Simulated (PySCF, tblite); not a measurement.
**C₅H₁₁AsB radical: geometry, infrared bands and EPR parameters**

Wanted: the infrared bands and EPR parameters of C₅H₁₁AsB radical (`C=C(C)B[As]CC`), by calculation.

Computed with tblite 0.8.0 and PySCF 2.14.0, with density-fitted response routines of our own, on a single molecule in the gas phase. Atoms count from 0, in the outputs and in this text.

**1. The starting structure**

18 atoms, charge 0, multiplicity 2; geometry from: force field or distance geometry start.

Bonds of the start (Å): C0–C1 1.33, C1–C2 1.51, C1–B3 1.58, B3–As4 2.04, As4–C5 1.97, C5–C6 1.50, C0–H7 1.06, C0–H8 1.10, C2–H9 1.11, C2–H10 1.10, C2–H11 1.14, B3–H12 1.20, C5–H13 1.12, C5–H14 1.12, C6–H15 1.13, C6–H16 1.10, C6–H17 1.12.

**2. Optimising the geometry with GFN2-xTB**

The job: settings as JSON, then the geometry in Å.

```
{"job": {"kind": "relax", "xc": "GFN2-xTB", "basis": "xTB"}, "charge": 0, "multiplicity": 2}
C      2.879400     1.134900    -0.824300
C      2.097100     0.303400    -0.133900
C      2.731300    -0.941400     0.445000
B      0.568700     0.624900     0.085700
As    -0.904100    -0.303700    -0.978700
C     -2.398500    -0.528000     0.278600
C     -3.664600     0.105300    -0.207500
H      3.916600     0.997000    -1.009000
H      2.352500     2.023900    -1.208700
H      2.897000    -1.707800    -0.334200
H      3.667300    -0.629700     0.923200
H      2.028800    -1.429500     1.192100
H      0.317400     1.345700     1.013800
H     -2.470900    -1.633900     0.421900
H     -2.140400    -0.071200     1.268800
H     -4.064900     0.822300     0.567700
H     -3.433000     0.626500    -1.152900
H     -4.388200    -0.732400    -0.359200
```

On the command line:

```bash
OMP_NUM_THREADS=1 python probes_run.py task.json out
```

One launch serves the whole session: the jobs run in the order shown.

Output:

```text
step      E/eV     max force
  0    -538.69675    2.178
  1    -538.89911    1.022
  2    -538.98865    0.744
  3    -539.05689    0.605
  4    -539.08418    0.350
  5    -539.09425    0.226
  6    -539.10307    0.211
  7    -539.10923    0.182
  8    -539.11420    0.159
  9    -539.11784    0.147
 10    -539.12124    0.144
 11    -539.12514    0.208
 12    -539.12984    0.277
 13    -539.13466    0.238
 14    -539.13867    0.165
 15    -539.14188    0.141
 16    -539.14467    0.159
 17    -539.14693    0.151
 18    -539.14871    0.093
 19    -539.15038    0.106
 20    -539.15247    0.161
 21    -539.15516    0.226
 22    -539.15802    0.192
 23    -539.16051    0.119
 24    -539.16288    0.121
 25    -539.16542    0.192
 26    -539.16783    0.194
 27    -539.16985    0.112
 28    -539.17169    0.114
 29    -539.17385    0.138
 30    -539.17647    0.195
 31    -539.17890    0.144
 32    -539.18090    0.100
 33    -539.18327    0.128
 34    -539.18692    0.276
 35    -539.19240    0.374
 36    -539.19947    0.338
 37    -539.20706    0.188
 38    -539.21396    0.183
 39    -539.21863    0.300
 40    -539.22369    0.421
 41    -539.22993    0.268
 42    -539.23887    0.169
 43    -539.24488    0.272
 44    -539.25315    0.337
 45    -539.26203    0.292
 46    -539.27192    0.366
 47    -539.28057    0.277
 48    -539.29051    0.272
 49    -539.29646    0.168
 50    -539.30083    0.156
 51    -539.30598    0.136
 52    -539.30969    0.140
 53    -539.31288    0.169
 54    -539.31622    0.145
 55    -539.31991    0.171
 56    -539.32403    0.160
 57    -539.32720    0.138
 58    -539.32983    0.135
 59    -539.33202    0.134
 60    -539.33407    0.099
 61    -539.33540    0.091
 62    -539.33648    0.083
 63    -539.33752    0.088
 64    -539.33867    0.102
 65    -539.33985    0.114
 66    -539.34109    0.099
 67    -539.34267    0.107
 68    -539.34498    0.119
 69    -539.34840    0.168
 70    -539.35328    0.229
 71    -539.35909    0.223
 72    -539.36412    0.186
 73    -539.36642    0.259
 74    -539.37210    0.205
 75    -539.37522    0.147
 76    -539.37823    0.115
 77    -539.38055    0.124
 78    -539.38254    0.100
 79    -539.38456    0.123
 80    -539.38700    0.135
 81    -539.38935    0.120
 82    -539.39143    0.134
 83    -539.39376    0.123
 84    -539.39747    0.131
 85    -539.40356    0.159
 86    -539.40743    0.134
 87    -539.41106    0.118
 88    -539.41376    0.116
 89    -539.41620    0.101
 90    -539.41827    0.115
 91    -539.42010    0.101
 92    -539.42156    0.083
 93    -539.42373    0.096
 94    -539.42544    0.092
 95    -539.42735    0.103
 96    -539.42897    0.116
 97    -539.43059    0.128
 98    -539.43250    0.111
 99    -539.43479    0.109
100    -539.43731    0.115
101    -539.43971    0.130
102    -539.44202    0.133
103    -539.44419    0.134
104    -539.44709    0.134
105    -539.45102    0.120
106    -539.45511    0.125
107    -539.45809    0.149
108    -539.45939    0.175
109    -539.46237    0.128
110    -539.46443    0.085
111    -539.46756    0.096
112    -539.46933    0.132
113    -539.47144    0.121
114    -539.47253    0.071
115    -539.47324    0.081
116    -539.47365    0.048
117    -539.47407    0.043
118    -539.47440    0.043
119    -539.47467    0.041
120    -539.47500    0.049
121    -539.47535    0.056
122    -539.47574    0.042
123    -539.47608    0.039
124    -539.47637    0.039
125    -539.47675    0.038
126    -539.47727    0.048
127    -539.47785    0.052
128    -539.47843    0.053
129    -539.47911    0.055
130    -539.48010    0.070
131    -539.48154    0.080
132    -539.48321    0.083
133    -539.48466    0.101
134    -539.48556    0.070
135    -539.48546    0.186
136    -539.48683    0.066
137    -539.48749    0.037
138    -539.48856    0.035
139    -539.48877    0.049
140    -539.48898    0.043
141    -539.48927    0.034
142    -539.48945    0.029
143    -539.48962    0.025
144    -539.48975    0.023
145    -539.48989    0.037
146    -539.49007    0.042
147    -539.49032    0.052
148    -539.49058    0.039
149    -539.49078    0.033
150    -539.49102    0.036
151    -539.49139    0.041
152    -539.49194    0.050
153    -539.49260    0.068
154    -539.49317    0.065
155    -539.49351    0.043
156    -539.49368    0.028
157    -539.49379    0.021
158    -539.49388    0.025
159    -539.49399    0.027
160    -539.49413    0.027
161    -539.49431    0.022
162    -539.49447    0.018
163    -539.49457    0.018
164    -539.49464    0.016
165    -539.49469    0.014
166    -539.49473    0.011
167    -539.49476    0.008
```

Wall time 0.97 s (1 thread of Arm Neoverse V2, shared host).

Step by step: (not every step is listed)

| step | energy from step 0 (eV) | largest force (eV/Å) |
| --- | --- | --- |
| 0 | 0.0000 | 2.1784 |
| 1 | -0.2024 | 1.0218 |
| 2 | -0.2919 | 0.7440 |
| 3 | -0.3601 | 0.6054 |
| 4 | -0.3874 | 0.3502 |
| 5 | -0.3975 | 0.2265 |
| 6 | -0.4063 | 0.2107 |
| 7 | -0.4125 | 0.1819 |
| 8 | -0.4175 | 0.1586 |
| 23 | -0.4638 | 0.1193 |
| 38 | -0.5172 | 0.1830 |
| 53 | -0.6161 | 0.1694 |
| 68 | -0.6482 | 0.1192 |
| 83 | -0.6970 | 0.1233 |
| 98 | -0.7358 | 0.1113 |
| 113 | -0.7747 | 0.1207 |
| 128 | -0.7817 | 0.0533 |
| 143 | -0.7929 | 0.0246 |
| 158 | -0.7971 | 0.0249 |
| 162 | -0.7977 | 0.0179 |
| 163 | -0.7978 | 0.0184 |
| 164 | -0.7979 | 0.0165 |
| 165 | -0.7979 | 0.0144 |
| 166 | -0.7980 | 0.0112 |
| 167 | -0.7980 | 0.0085 |

Distances of close pairs at the start and the end, largest changes first:

| bond | before (Å) | after (Å) | change (Å) |
| --- | --- | --- | --- |
| B3–As4 | 2.041 | 1.972 | -0.068 |
| C2–H11 | 1.136 | 1.092 | -0.044 |
| C6–H15 | 1.129 | 1.090 | -0.039 |
| As4–C5 | 1.966 | 2.002 | +0.036 |
| C5–H14 | 1.121 | 1.092 | -0.029 |
| C6–H17 | 1.117 | 1.090 | -0.027 |
| C5–C6 | 1.497 | 1.524 | +0.027 |
| C1–B3 | 1.577 | 1.552 | -0.025 |

The next job starts from the end point, and lists it.

**3. Vibrational analysis with GFN2-xTB**

The job: settings as JSON, then the geometry in Å.

```
{"job": {"kind": "ir", "xc": "GFN2-xTB", "basis": "xTB"}, "charge": 0, "multiplicity": 2}
C      2.575776     1.353352    -0.512561
C      1.879668     0.272656    -0.139448
C      2.592023    -1.050367    -0.019715
B      0.360391     0.349717     0.169448
As    -0.666807    -1.248154     0.700165
C     -2.457257    -0.374449     0.894802
C     -3.054481     0.018944    -0.450429
H      3.633466     1.319676    -0.734598
H      2.107510     2.319066    -0.610019
H      2.131645    -1.782305    -0.686464
H      3.648924    -0.966233    -0.266247
H      2.497270    -1.431619     0.999187
H     -0.153927     1.406358     0.091554
H     -3.142894    -1.050960     1.411067
H     -2.347170     0.517025     1.515821
H     -4.020557     0.506122    -0.319514
H     -2.393570     0.707375    -0.975393
H     -3.198769    -0.859883    -1.079311
```

Output:

```text
mode    cm-1     km/mol
  1      28.8      0.23
  2      44.3      0.12
  3      90.4      0.01
  4     106.8      0.19
  5     148.1      0.97
  6     176.0      0.17
  7     226.1      0.30
  8     264.3      2.65
  9     300.2      1.71
 10     389.8      0.30
 11     450.0      0.04
 12     531.6     46.34
 13     602.9     47.44
 14     640.0      0.61
 15     650.9      9.64
 16     749.8     10.80
 17     844.3      4.49
 18     906.0     18.54
 19     966.3      0.38
 20     968.7      0.41
 21    1004.1      7.05
 22    1020.7     24.57
 23    1031.8      0.96
 24    1053.8     10.00
 25    1059.6     61.32
 26    1228.7      1.55
 27    1251.3      5.40
 28    1254.6     19.17
 29    1391.3      2.19
 30    1410.8      1.53
 31    1417.5      4.00
 32    1467.2      3.25
 33    1476.9      7.75
 34    1477.4      3.05
 35    1499.6      0.64
 36    1504.5      3.25
 37    1628.1     28.12
 38    2556.9    133.42
 39    2937.5     52.74
 40    2952.3     48.56
 41    2966.9     39.57
 42    2981.3     25.77
 43    2993.8     60.29
 44    2999.5     70.96
 45    3012.6     21.97
 46    3019.7     35.19
 47    3055.6     60.96
 48    3106.7     43.68
```

Wall time 0.51 s (1 thread of Arm Neoverse V2, shared host).

The strongest bands and the atoms that carry them (share of the mass-weighted mode):

| cm⁻¹ | km/mol | atoms |
| --- | --- | --- |
| 603 | 47.4 | H12 49 %, B3 26 % |
| 1060 | 61.3 | H12 56 %, B3 26 % |
| 2557 | 133.4 | H12 92 % |
| 2938 | 52.7 | H13 47 %, H14 43 % |
| 2952 | 48.6 | H14 49 %, H13 46 % |
| 2994 | 60.3 | H17 58 %, H15 33 % |
| 3000 | 71.0 | H15 49 %, H17 27 %, H16 16 % |
| 3056 | 61.0 | H7 89 % |

**4. EPR parameters: B3LYP/def2-TZVP-core+pcH-1**

Same as in step 3 but for these lines:

```diff
@@ -1,2 +1,2 @@
-{"job": {"kind": "ir", "xc": "GFN2-xTB", "basis": "xTB"}, "charge": 0, "multiplicity": 2}
+{"job": {"kind": "epr", "basis": "pcH-1"}, "charge": 0, "multiplicity": 2}
 C      2.575776     1.353352    -0.512561
```

Level: UKS B3LYP, def2-TZVP-core on As, pcH-1 on B C H, non-relativistic, mean-field spin-orbit, GIAO.

Output:

```text
UKS, coarse grid
  cycle   1  E = -2457.80749552  |g| = 1.40e+00
  cycle   2  E = -2457.73504679  |g| = 8.12e-01
  cycle   3  E = -2457.84514724  |g| = 4.40e-01
  cycle   4  E = -2457.91618493  |g| = 6.35e-02
  cycle   5  E = -2457.91813945  |g| = 2.46e-02
  cycle   6  E = -2457.91840840  |g| = 1.06e-02
  cycle   7  E = -2457.91847657  |g| = 2.70e-03
  cycle   8  E = -2457.91848302  |g| = 9.50e-04
UKS, final grid
  cycle   1  E = -2457.91852943  |g| = 1.13e-03
  cycle   2  E = -2457.91852859  |g| = 1.75e-03
  cycle   3  E = -2457.91853022  |g| = 2.08e-04
  cycle   4  E = -2457.91853024  |g| = 8.66e-05
  cycle   5  E = -2457.91853025  |g| = 4.42e-05
  cycle   6  E = -2457.91853026  |g| = 2.31e-05
E = -2457.91853026 Eh   <S^2> = 0.7540 (exact 0.7500)
g shifts (ppm)      1          2          3
  rmc          -157       -157       -157
  gc            -27         41         38
  oz_so         209      29102     112304
  total          26      28987     112184
hyperfine (MHz)  atom isotope    a_iso     a_fc   dipolar eigenvalues
    0   13C       7.49       7.23     -7.89     -7.44     15.33
    1   13C      -7.41      -7.29     -4.63      1.25      3.38
    2   13C       1.07       1.01     -0.45     -0.09      0.54
    3   11B      -4.89      -2.95     -7.05     -4.16     11.21
    4  75As      12.16       3.75   -229.13   -217.35    446.49
    5   13C      -9.65     -10.53     -1.83     -1.07      2.90
    6   13C      33.76      33.75     -1.98     -1.88      3.85
    7    1H      -6.61      -6.66     -3.86     -0.56      4.42
    8    1H      -6.06      -6.12     -2.55     -0.86      3.42
    9    1H      -3.75      -3.82     -1.98     -1.57      3.56
   10    1H      -0.48      -0.52     -0.93     -0.44      1.38
   11    1H      -3.79      -3.86     -2.04     -1.56      3.60
   12    1H      -6.79      -6.43     -4.52     -1.48      6.00
   13    1H       0.25      -0.06     -2.45     -1.57      4.02
   14    1H      28.79      28.73     -3.00     -1.75      4.75
   15    1H      11.57      11.59     -1.58     -1.11      2.68
   16    1H       0.89       0.91     -3.13     -1.05      4.17
   17    1H      -1.16      -1.15     -3.10     -1.28      4.37
```

Run time: 4 min. Hardware: 1 thread of Arm Neoverse V2, shared host; peak memory 1.4 GiB.

Principal g values 2.00235, 2.03131, 2.11450; g(iso) = 2.04939, against 2.00232 for a free electron.

Hyperfine couplings; where a row names several nuclei, a(iso) is their mean (it holds for fast rotation or exchange) and the dipolar term the largest among them:

| nuclei | isotope | a(iso) (MHz) | a(iso) (G, at g = 2.0023) | largest dipolar term (MHz) |
| --- | --- | --- | --- | --- |
| C6 | 13C | 33.8 | 12.0 | 3.9 |
| H13, H14 | 1H | 14.5 | 5.2 | 4.8 |
| As4 | 75As | 12.2 | 4.3 | 446.5 |
| C5 | 13C | -9.6 | -3.4 | 2.9 |
| C0 | 13C | 7.5 | 2.7 | 15.3 |
| C1 | 13C | -7.4 | -2.6 | -4.6 |
| H12 | 1H | -6.8 | -2.4 | 6.0 |
| H7 | 1H | -6.6 | -2.4 | 4.4 |
| H8 | 1H | -6.1 | -2.2 | 3.4 |
| B3 | 11B | -4.9 | -1.7 | 11.2 |
| H15, H16, H17 | 1H | 3.8 | 1.3 | 4.4 |
| H9, H10, H11 | 1H | -2.7 | -1.0 | 3.6 |
| C2 | 13C | 1.1 | 0.4 | 0.5 |

Mulliken spin populations:

C0 0.11; C1 -0.05; C2 0.00; B3 0.11; As4 0.85; C5 -0.03; C6 0.01; H7 0.00; H8 0.00; H9 0.00; H10 0.00; H11 0.00; H12 -0.01; H13 0.00; H14 0.01; H15 0.01; H16 0.00; H17 0.00

In first order the couplings over 0.8 MHz of 1H, 75As, 11B give 2287 distinct lines over 42.5 G, if the averaged nuclei exchange fast.

The fields below are evaluated on a grid from the run's orbitals.

ELF in a plane through or near 7 of the atoms.

Values, 10 rows by 14 columns:
```
0.00 0.00 0.00 0.00 0.00 0.00 0.00 0.00 0.00 0.00 0.00 0.00 0.00 0.00
0.00 0.00 0.00 0.00 0.05 0.05 0.00 0.00 0.00 0.00 0.00 0.00 0.00 0.00
0.00 0.00 0.01 0.03 0.96 0.98 0.01 0.33 0.01 0.00 0.00 0.00 0.00 0.00
0.00 0.00 0.88 0.94 0.74 0.78 0.25 1.00 0.10 0.26 0.10 0.72 0.11 0.00
0.00 0.00 0.74 0.95 0.65 0.63 0.48 0.91 0.05 0.31 0.57 0.99 0.75 0.00
0.00 0.00 0.05 0.32 0.73 0.43 0.54 0.91 0.35 0.70 0.75 0.18 0.03 0.00
0.00 0.00 0.86 0.97 0.27 0.42 0.16 0.40 0.51 0.62 0.69 0.17 0.00 0.00
0.00 0.00 0.04 0.12 0.72 0.41 0.22 0.80 0.77 0.18 0.16 0.12 0.00 0.00
0.00 0.00 0.00 0.00 0.04 0.01 0.07 0.85 0.84 0.09 0.00 0.00 0.00 0.00
0.00 0.00 0.00 0.00 0.00 0.00 0.00 0.01 0.01 0.00 0.00 0.00 0.00 0.00
```
The map spans 13.1 Å across and 9.8 Å up, centred on the molecule. Atoms in the plane (x, y in Å): C0 (-2.6, 1.3), C1 (-1.9, 0.2), C2 (-2.6, -1.1), B3 (-0.4, 0.3), As4 (0.8, -1.4), H7 (-3.7, 1.3), H8 (-2.2, 2.3).

On the surface of density 0.002 e/bohr³ the electrostatic potential runs, from the 1st to the 99th percentile, from -0.62 V near As4 to 0.75 V near H7.

The spin density lies nearest to As4 64 %; B3 13 %; C0 6 %.

**5. Outcome**

| quantity | value |
| --- | --- |
| strongest single infrared mode (GFN2-xTB) | 2557 cm⁻¹, 133 km/mol |
| zero-point energy (GFN2-xTB) | 91.3 kcal/mol |
| g(iso) (B3LYP) | 2.04939 |
| ⟨S²⟩ | 0.754 (exact 0.75) |
| largest a(iso) (averaged by class) | 13C on C6, 33.8 MHz |
| surface potential, 1st and 99th percentile | -0.62 V and 0.75 V |

In words: Over 167 steps the energy fell by 0.798 eV; of the close pairs, B3–As4 changed most, 2.041 to 1.972 Å. No mode is imaginary among the 48: a minimum at this level. The strongest single mode, at 2557 cm⁻¹, moves mainly H12. Unscaled tight-binding wavenumbers are off by several per cent, some by more. Its intensities can rank the bands wrongly. Most of the unpaired spin sits on As4 (0.85 e). The isotropic g lies 47.1 ppt above the free-electron value. The hyperfine terms hold no scalar relativity, which the heavier nuclei need.
